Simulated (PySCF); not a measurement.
**GeH3Cl (chlorogermane): wB97X/def2-TZVP**

What is the energy change on altering one bond length of GeH3Cl (chlorogermane) at wB97X/def2-TZVP? Input form: a Python script.

Program for the calculation: PySCF 2.14.0.

2 further runs of the same task are left out: 2 set aside as unsound or not needed.

## Step 1: The structure to begin with

GeH3Cl has 5 atoms, charge 0, and is taken as a singlet. SMILES: `[Cl][GeH3]`. Geometry: relaxed at PBE0-D4/def2-TZVP.

Bond lengths: Cl1–Ge2 2.155 Å, Ge2–H3 1.532 Å, Ge2–H4 1.532 Å, Ge2–H5 1.532 Å. Angles: Cl1–Ge2–H3 107.1°, Cl1–Ge2–H4 107.1°, Cl1–Ge2–H5 107.1°, H3–Ge2–H4 111.7°, H3–Ge2–H5 111.7°, H4–Ge2–H5 111.7°.

## Step 2: A single-point energy at wB97X/def2-TZVP

Input file job.py:

```python
from pyscf import gto, dft

mol = gto.Mole()
mol.atom = '''
Cl    -1.875800    -0.025100     0.641300
Ge     0.161800    -0.013900    -0.060600
H      0.160400     0.656200    -1.438100
H      0.619000    -1.473700    -0.140600
H      0.984500     0.782900     0.956700
'''
mol.spin = 0
mol.max_memory = 1860
mol.verbose = 3
mol.basis = 'def2-tzvp'
mol.build()

myscf = dft.RKS(mol, xc='wb97x')
myscf.conv_tol = 1e-10
myscf.grids.level = 5
myscf.kernel()
if not myscf.converged:
    myscf = myscf.newton().run(myscf.mo_coeff, myscf.mo_occ)

energy = myscf.e_tot
print('Final energy', energy)
```

Started as:

```console
$ OMP_NUM_THREADS=1 python job.py
```

The program printed:

```text
converged SCF energy = -2539.09372224084
Final energy -2539.093722240841
```

Run time: 31 s. Hardware: 1 thread of Intel Xeon at 2.70GHz, shared host; peak memory 0.53 GiB.

## Step 3: The distorted shape, same level

Input file run.py:

```python
from pyscf import gto, dft

system = gto.M(
    atom='''
Cl    -5.410348    -1.854299    -1.095004
Ge    -1.559842    -1.833134    -2.421402
H     -1.562488    -0.566829    -5.024500
H     -0.695860    -4.591757    -2.572581
H      1.860435     1.479467     1.807901
''',
    verbose=3,
    basis='def2-tzvp',
    max_memory=1860,
    unit='bohr',
    spin=0,
)

mf = dft.RKS(system, xc='wb97x')
mf.conv_tol = 1e-10
mf.grids.level = 5
mf.kernel()
if not mf.converged:
    mf = mf.newton().run(mf.mo_coeff, mf.mo_occ)

e_tot = mf.e_tot
print(f'total energy: {e_tot:.8f} hartree')
```

Started as:

```console
$ OMP_NUM_THREADS=1 python run.py
```

The program printed:

```text
converged SCF energy = -2538.91453716828
total energy: -2538.91453717 hartree
```

Wall time 34 s (1 thread of Intel Xeon at 2.70GHz, shared host); peak memory 0.53 GiB.

## Step 4: Summary of results

Level: wB97X/def2-TZVP.

```
                                                          quantity           value
                                         first shape: total energy  -2539.09372 Eh
                                        first shape: dipole moment          2.03 D
                                          first shape: HOMO energy       -11.21 eV
                                          first shape: LUMO energy         1.79 eV
                                        first shape: HOMO–LUMO gap        13.01 eV
                                     distorted shape: total energy  -2538.91454 Eh
                                    distorted shape: dipole moment          2.95 D
                                      distorted shape: HOMO energy        -8.57 eV
                                      distorted shape: LUMO energy        -2.64 eV
                                    distorted shape: HOMO–LUMO gap         5.93 eV
energy change with the Ge2–H5 bond stretched from 1.532 to 3.370 Å        4.876 eV
```

In words: With the Ge2–H5 bond stretched from 1.532 to 3.370 Å the energy rises by 4.88 eV (112 kcal/mol). The first shape isn't relaxed at this level, so the change isn't measured from a minimum. A restricted reference can't describe the breaking bond well at this length. Mulliken charges (distorted shape) run from -0.24 on Cl1 to +0.26 on Ge2; they depend strongly on the basis.
